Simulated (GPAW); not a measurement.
Crystal: GeSb2Te4.

```xyz
7
Lattice="2.1593 1.2467 13.2280 -2.1593 1.2467 13.2280 0.0000 -2.4933 13.2280" Properties=species:S:1:pos:R:3 pbc="T T T"
Te    0.0000    0.0000   28.1349
Te    0.0000    0.0000   11.5492
Te    0.0000    0.0000   22.6074
Te    0.0000    0.0000   17.0768
Sb    0.0000    0.0000   34.1050
Sb    0.0000    0.0000    5.5792
Ge    0.0000    0.0000    0.0000
```

The cell is a database's computed one.

Base run:

| Item | Value |
| --- | --- |
| Program | GPAW 26.7.0 |
| Functional | LDA |
| Potentials or basis | the program's PAW data sets (release 1.2.1) made for this functional |
| Cutoff | 450 eV |
| Basis | pw |
| k mesh | 5 × 5 × 5 |
| Occupations | fermi-dirac, width 0.05 eV |
| Spin | no spin polarisation |

Its results: band gap on the k mesh none (metal or under the smearing width); pressure -4.6 GPa; largest force 0.135 eV/Å.

Question: The run is repeated on the same cell with these changes: functional from LDA to PBE; potentials or basis from the program's PAW data sets (release 1.2.1) made for this functional to GPAW PAW data sets (gpaw-data 1.2.1). What comes out?

Answer: Band gap on the k mesh none (metal or under the smearing width); pressure -0.9 GPa; largest force 0.098 eV/Å.

Caveats: the cutoff is short for stress and forces, so pressures can be off by a GPa or more.

Not every run made on this cell is shown here.
